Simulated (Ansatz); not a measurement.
**TaH+ (quartet): BHLYP, wB97M-V over a scan of the distance Ta1–H2, def2-TZVP**

Aim: run TaH+ (quartet) with these functionals over a scan of the distance Ta1–H2, and hold them against the top wave-function level at the same points.

The runs use Ansatz 0.2.0, Gaussian basis; def2-TZVP, all electrons in the functionals.

Plan: BHLYP, wB97M-V, at 1.409 Å; 1.536 Å; 1.734 Å; 1.951 Å; 2.131 Å; 2.383 Å; 2.825 Å; 3.228 Å; 3.797 Å; 4.617 Å; 5.830 Å.

34 further runs of the same task are left out: 25 for a known fault of the program, 8 that didn't finish, 1 set aside as unsound or not needed.

### Step 1. What is computed

The geometry derives from a PBE0/def2-TZVP stationary point (not a proven minimum). One bond is set to the value named and the two fragments are kept rigid. No spin-orbit coupling is included. Elements past krypton take def2 core potentials.

2 atoms, charge 1, spin multiplicity 4.

Atoms are counted from 1 here; the program's logs count them from 0.

Bond lengths: Ta1–H2 1.734 Å.

No dispersion term is added; wB97M-V holds VV10 nonlocal correlation.

The geometry shown and the zero of energy belong to the point 1.734 Å. The yardstick, FCI, and other wave-function levels (R restricted, U unrestricted, valence and pair active spaces) come from earlier runs.

### Step 2. BHLYP, 1.409 Å

Contents of in.yaml:

```yaml
crystal:
  periodic: [false, false, false]
  atoms:
    - {symbol: Ta, position_ang: [0.000000, 0.000000, 0.000000]}
    - {symbol: H, position_ang: [0.000000, 0.000000, 1.409000]}
basis:
  gaussian: {orbitals: def2-TZVP}
total_charge: 1
magnetization: {spin_polarized: true, initial_magnetization: 3}
hamiltonian: {xc: {name: BHLYP}}
```

On the command line:

```sh
ansatz run in.yaml --threads 1 --pin off --events-out ev --progress --plain --max-ram 2393MiB
```

After this run come: BHLYP, 1.536 Å; BHLYP, 1.734 Å; BHLYP, 1.951 Å; BHLYP, 2.131 Å; BHLYP, 2.383 Å; BHLYP, 2.825 Å; BHLYP, 3.228 Å; BHLYP, 3.797 Å; BHLYP, 4.617 Å; BHLYP, 5.830 Å; wB97M-V, 1.409 Å; wB97M-V, 1.536 Å; wB97M-V, 1.734 Å; wB97M-V, 1.951 Å; wB97M-V, 2.131 Å; wB97M-V, 2.383 Å; wB97M-V, 2.825 Å; wB97M-V, 3.228 Å; wB97M-V, 3.797 Å; wB97M-V, 4.617 Å; wB97M-V, 5.830 Å.

Q: Predict the results of all the runs planned. Wanted: span of the FCI curve; largest miss, BHLYP; largest miss, wB97M-V.

As calculated:

```
             quantity                   value
span of the FCI curve            253.8 kJ/mol
  largest miss, BHLYP  +12.7 kJ/mol (2.131 Å)
largest miss, wB97M-V  +13.4 kJ/mol (2.131 Å)
```

In words: Of the functionals, BHLYP keep the smallest largest miss at the points compared (at most 12.7 kJ/mol) and wB97M-V strays most (13.4 kJ/mol, at 2.131 Å). BHLYP, wB97M-V clearly break the spin symmetry at some points (⟨S²⟩ up to 1.00 above the pure value), so energy there is bought with a mixed spin. Functionals and the yardstick converge differently with the basis, so part of each miss in def2-TZVP is the basis.
